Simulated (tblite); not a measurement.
# C4H10GeO2Si: the cost of one run

Programs: tblite 0.8.0 and PySCF 2.14.0, with density-fitted response routines of our own. Each step states its level of theory. These are calculated values for one molecule in the gas phase, unless marked as measured. Atoms count from 0, in the outputs and in this text.

## 1. The molecule as given

18 atoms, charge 0, multiplicity 1; geometry from: force field or distance geometry start.

Bonds of the start (Å): O0–C1 1.25, C1–O2 1.35, O2–C3 1.39, C3–C4 1.32, C4–Si5 1.86, C4–C6 1.46, C6–Ge7 1.97, C1–H8 1.10, C3–H9 1.09, Si5–H10 1.48, Si5–H11 1.48, Si5–H12 1.45, C6–H13 1.13, C6–H14 1.08, Ge7–H15 1.57, Ge7–H16 1.55, Ge7–H17 1.55.

## 2. Geometry optimisation with GFN2-xTB

What the job is given:

```
{"job": {"kind": "relax", "xc": "GFN2-xTB", "basis": "xTB"}, "charge": 0, "multiplicity": 1}
O      1.987900    -1.102800     1.584500
C      2.695700    -0.738300     0.615600
O      2.422800     0.240100    -0.274400
C      1.288700     1.049700    -0.340500
C      0.059200     0.593400    -0.504400
Si    -1.279000     1.885800    -0.546500
C     -0.279300    -0.812900    -0.689500
Ge    -1.509200    -1.465800     0.700300
H      3.649200    -1.278200     0.508600
H      1.452300     2.121100    -0.210100
H     -0.709100     3.235500    -0.739100
H     -2.005100     1.884300     0.743300
H     -2.181100     1.659100    -1.664200
H     -0.790200    -0.939700    -1.685000
H      0.588800    -1.450600    -0.740200
H     -2.992000    -1.116000     0.323800
H     -1.092500    -0.764200     2.016400
H     -1.316000    -2.994200     0.889900
```

Run with:

```console
$ OMP_NUM_THREADS=1 python probes_run.py task.json out
```

The driver reads the jobs from task.json and runs them one after another.

Q: Estimate the wall time and peak memory of this first job on 1 thread of Arm Neoverse V1, shared host.

About 1.2 s, with a peak of 0.18 GiB.
